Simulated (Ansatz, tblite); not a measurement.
# The cluster Cr₅O₁₅: a ladder of methods and basis sets

One table from this session's results is given with a row withheld; the runs are named, their logs left out.

Program: Ansatz 0.2.0, Gaussian basis. Level of theory: as each input shows. These are calculated values, not measurements.

The runs, in order: GFN1-xTB, GFN2-xTB, PBE-D4/def2-TZVP, r2SCAN-D4/def2-TZVP, LDA/def2-TZVP, PBE-D4/def2-SVP, PBE0-D4/def2-SVP, HF/STO-3G, MP2/def2-SVP, RPA/def2-SVP.

4 further runs of the same task are left out: 2 that didn't finish, 2 set aside as unsound or not needed.

### The geometry

The singlet was relaxed beforehand with r2SCAN-D4/def2-SVP. At that level it is the lowest of the isomers that a small search found.

20 atoms, charge 0, spin multiplicity 1.

Bond lengths: Cr1–O6 1.683 Å, Cr1–O9 1.766 Å, Cr1–O10 1.757 Å, Cr1–O11 1.979 Å, Cr1–O16 1.819 Å, Cr1–O18 1.821 Å, Cr2–O12 1.908 Å, Cr2–O13 1.683 Å, Cr2–O14 1.781 Å, Cr2–O20 1.702 Å, Cr3–O12 1.926 Å, Cr3–O15 1.717 Å, Cr3–O17 1.538 Å, Cr3–O20 1.804 Å, Cr4–O7 1.559 Å, Cr4–O8 1.557 Å, Cr4–O13 1.797 Å, Cr5–O6 1.839 Å and more. Angles: O6–Cr1–O9 109.7°, O6–Cr1–O10 109.4°, O6–Cr1–O11 83.9°, O6–Cr1–O16 110.9°, O6–Cr1–O18 106.9°, O9–Cr1–O10 138.9°, O9–Cr1–O11 86.3°, O9–Cr1–O16 126.5°, O9–Cr1–O18 45.2°, O10–Cr1–O11 85.9°, O10–Cr1–O16 45.2°, O10–Cr1–O18 130.1°, O11–Cr1–O16 131.1°, O11–Cr1–O18 131.4°, O16–Cr1–O18 90.1°, O12–Cr2–O13 139.8°, O12–Cr2–O14 45.9°, O12–Cr2–O20 98.3° and more.

No spin-orbit coupling is included.

PBE0-D4/def2-TZVP was run before; its log isn't repeated, and its numbers join the tables.

Set-up of the first run:

Tight binding, by tblite at 300 K electronic temperature and without a spin-polarisation term:

```python
tblite.interface.Calculator('GFN1-xTB', numbers, positions, charge=0, uhf=0).singlepoint()
```

Tight binding, by tblite at 300 K electronic temperature and without a spin-polarisation term:

```python
tblite.interface.Calculator('GFN2-xTB', numbers, positions, charge=0, uhf=0).singlepoint()
```

start.molden holds the orbitals of an earlier run on this state, given as this run's starting guess.

Input file in.yaml:

```yaml
crystal:
  periodic: [false, false, false]
  atoms:
    - {symbol: Cr, position_ang: [0.982873, -1.026923, -1.886448]}
    - {symbol: Cr, position_ang: [-1.400829, 1.486158, 1.352986]}
    - {symbol: Cr, position_ang: [-0.536144, -0.451563, 2.522415]}
    - {symbol: Cr, position_ang: [-1.068512, 3.356405, -0.351074]}
    - {symbol: Cr, position_ang: [1.315936, -2.178554, 0.437573]}
    - {symbol: O, position_ang: [0.201146, -2.242555, -1.023946]}
    - {symbol: O, position_ang: [-1.743386, 2.775312, -1.630292]}
    - {symbol: O, position_ang: [0.477782, 3.529808, -0.412483]}
    - {symbol: O, position_ang: [0.399049, 0.552760, -1.353387]}
    - {symbol: O, position_ang: [2.353390, -1.711206, -2.747150]}
    - {symbol: O, position_ang: [2.180529, -0.972021, -0.312130]}
    - {symbol: O, position_ang: [-2.183129, -0.243619, 1.545206]}
    - {symbol: O, position_ang: [-1.861470, 3.100582, 1.241283]}
    - {symbol: O, position_ang: [-1.765276, 0.157958, 0.224016]}
    - {symbol: O, position_ang: [0.282337, -1.762290, 1.772972]}
    - {symbol: O, position_ang: [1.289402, -1.543292, -3.603963]}
    - {symbol: O, position_ang: [-0.806144, -0.567537, 4.031938]}
    - {symbol: O, position_ang: [-0.304039, 0.126750, -2.460511]}
    - {symbol: O, position_ang: [2.044948, -3.515241, 0.676109]}
    - {symbol: O, position_ang: [0.141548, 1.129068, 1.976887]}
basis:
  gaussian: {orbitals: def2-TZVP, fitting: {mean_field: def2-universal-jkfit}, initial_orbitals: start.molden}
hamiltonian: {xc: pbe, dispersion: d4}
scf: {omitted_lower_state_checks: [starts]}
output: {forces: true, orbitals: {seedname: orbitals}}
```

The run is started by

```sh
$ ansatz run in.yaml --threads 2 --pin off --events-out ev --progress --plain --max-ram 22528MiB --backend cuda --devices 0, --max-vram 18GiB
```

Among the steps run: PBE-D4/def2-TZVP; r2SCAN-D4/def2-TZVP; LDA/def2-TZVP; PBE-D4/def2-SVP; PBE0-D4/def2-SVP; HF/STO-3G; MP2/def2-SVP; RPA/def2-SVP.

One table of the session follows, with a row left open; its other results are not shown here.

It belongs to the step «Binding energy». 

| level | binding an atom (eV) |
| --- | --- |
| HF/STO-3G | 1.940 |
| HF/def2-SVP | -0.655 |
| LDA/def2-TZVP | 5.369 |
| PBE-D4/def2-SVP | 4.524 |
| PBE-D4/def2-TZVP | 4.438 |
| r2SCAN-D4/def2-TZVP | 3.941 |
| PBE0-D4/def2-SVP | 3.366 |
| PBE0-D4/def2-TZVP | ? |
| RPA/def2-SVP | 3.266 |
| MP2/def2-SVP | 3.630 |

Q: Estimate the row for PBE0-D4/def2-TZVP from the others.

**Answer.** binding an atom (eV): 3.385. In the column «binding an atom (eV)» it lies between PBE0-D4/def2-SVP (3.366) and MP2/def2-SVP (3.630).

To keep in mind: Free atoms were run apart at each level; binding is atoms less cluster, divided by the number of atoms, without zero-point or spin-orbit terms.
